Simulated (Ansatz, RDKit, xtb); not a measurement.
# Isomers of C3H2F3N, a sample narrowed down

A sample of isomers of C3H2F3N is drawn. Aim: find which of them has the lowest free energy at 298.15 K, then its properties. The sample is small against all isomers, and the most stable one of this formula need not be in it.

Plan: many cheap relaxations first (GFN2-xTB), then density-functional screening, relaxation at B3LYP/def2-SVP, vibrations and a final energy. The numbers are computed, not measured.

## (1) Possible bonding patterns

Isomers were taken from a list of plausible structures; this is a sample, not all of them. That gives 4 candidates.

| label | SMILES | spin |
| --- | --- | --- |
| c241 | N#C[C@H](F)C(F)F | singlet |
| c309 | N=CC(F)=C(F)F | singlet |
| c497 | FC(F)(F)C1=NC1 | singlet |
| c802 | FC(F)(F)[C@@H]1C=N1 | singlet |

Candidates are built by distance geometry, with a force field where one applies, in up to four conformers (letters a to d).

**Question.** With final energies at CCSD(T)/def2-SVP + MP2/def2-TZVPP - MP2/def2-SVP, which structure will this search put lowest in free energy, and by what margin?

| quantity | value |
| --- | --- |
| lowest structure found | N#C[C@H](F)C(F)F, singlet, C1 |
| next finalist | FC(F)(F)[C@@H]1C=N1, singlet, 22.1 kcal/mol higher in G |
| share at equilibrium, among the finalists | 100.0 % |
| harmonic wavenumbers, lowest and highest (B3LYP/def2-SVP) | 74 and 3088 cm⁻¹ |
| rotational constants, same geometry | 0.1347, 0.07096, 0.04852 cm⁻¹ |

The search ends on `N#C[C@H](F)C(F)F`. Among the finalists first place is clear (22.1 kcal/mol); structures outside the list aren't covered. GFN2-xTB, HF/STO-3G, r2SCAN-D4/def2-SVP, B3LYP/def2-SVP, HF/def2-SVP and MP2/def2-SVP already put its bonding pattern lowest among the structures in one piece. One minimum inside the window was never screened. The search is not exhaustive (a finite list of starts, one conformer a finalist), so a lower isomer can't be ruled out. Only 4 drawn patterns were tried, so whole families of isomers are missing, and the result ranks this sample alone. The lowest isomer need not be the one that is made and kept in a bottle, which depends on barriers.
